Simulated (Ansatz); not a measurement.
# MoSiH2 (triplet): wave-function methods side by side, def2-TZVPP

One table from this session's results is given with a row withheld; the runs are named, their logs left out.

Method: def2-TZVPP, core rule «outside noble gas», up to 9 orbitals frozen; program: Ansatz 0.2.0, Gaussian basis.

Plan: UHF; CCSD(T) on ROHF; CCSD(T) on UHF; CCSDT(Q) on ROHF; CCSDT(Q) on UHF; CASSCF and NEVPT2, 12 electrons in 12 orbitals.

14 further runs of the same task are left out: 5 for a known fault of the program, 1 that didn't finish, 8 set aside as unsound or not needed.

**The system**

The geometry is a PBE0/def2-TZVP stationary point (not a proven minimum). No spin-orbit coupling is included. Elements past krypton take def2 core potentials.

4 atoms, charge 0, spin multiplicity 3.

Atoms are counted from 1 here; the program's logs count them from 0.

Bond lengths: Mo1–Si2 2.342 Å, Si2–H3 1.496 Å, Si2–H4 1.496 Å. Angles: Mo1–Si2–H3 126.7°, Mo1–Si2–H4 126.7°, H3–Si2–H4 106.5°.

The first run:

Input file in.yaml:

```yaml
crystal:
  periodic: [false, false, false]
  atoms:
    - {symbol: Mo, position_ang: [0.000000, 0.000000, 0.573656]}
    - {symbol: Si, position_ang: [0.000000, 0.000000, -1.768452]}
    - {symbol: H, position_ang: [0.000000, 1.198856, -2.663205]}
    - {symbol: H, position_ang: [0.000000, -1.198856, -2.663205]}
basis:
  gaussian: {orbitals: def2-TZVPP}
magnetization: {spin_polarized: true, initial_magnetization: 2}
hamiltonian: {xc: hf}
output: {orbitals: {seedname: orbitals}}
```

Launch:

```
> ansatz run in.yaml --threads 1 --pin off --events-out ev --progress --plain --max-ram 4096MiB --backend cpu
```

Among the steps run: UHF; CCSD(T) on ROHF; CCSD(T) on UHF; CCSDT(Q) on ROHF; CCSDT(Q) on UHF; CASSCF and NEVPT2, 12 electrons in 12 orbitals.

One table of the session follows, with a row left open; its other results are not shown here.

It belongs to the step «Misses and costs». 

```
        method  from RCCSDT(Q) (kcal/mol)
           UHF                    +172.77
          RMP2                     +35.49
          UMP2                     +27.21
         RCCSD                          ?
         UCCSD                      -1.72
      RCCSD(T)                      +5.60
      UCCSD(T)                     -16.69
        RCCSDT                      +2.72
        UCCSDT                     -28.16
     RCCSDT(Q)                          0
     UCCSDT(Q)                     -33.39
CASSCF valence                    +149.74
NEVPT2 valence                     +34.30
```

**Question.** Estimate the row for RCCSD.

The run gave: from RCCSDT(Q) (kcal/mol): +21.02. In the column «from RCCSDT(Q) (kcal/mol)» it lies between RCCSD(T) (+5.60) and UMP2 (+27.21).

Left out of the table: ROHF (another determinant or state than the rows shown).

To keep in mind: The determinant is far from a pure spin state, so its energy mixes those of several spin states (harmless only where they are near-degenerate, as at dissociation). The program flags UCCSD(T), UCCSDT(Q) as in doubt, so those rows may rest on another solution; read them beside their warnings. Warnings: spin contamination; coupled cluster took another determinant than the lowest; large T1 diagnostic. Restricted and unrestricted rows rest on different reference determinants; where their highest levels disagree by more than a few hundredths of an eV, they describe different states and don't form one ladder.
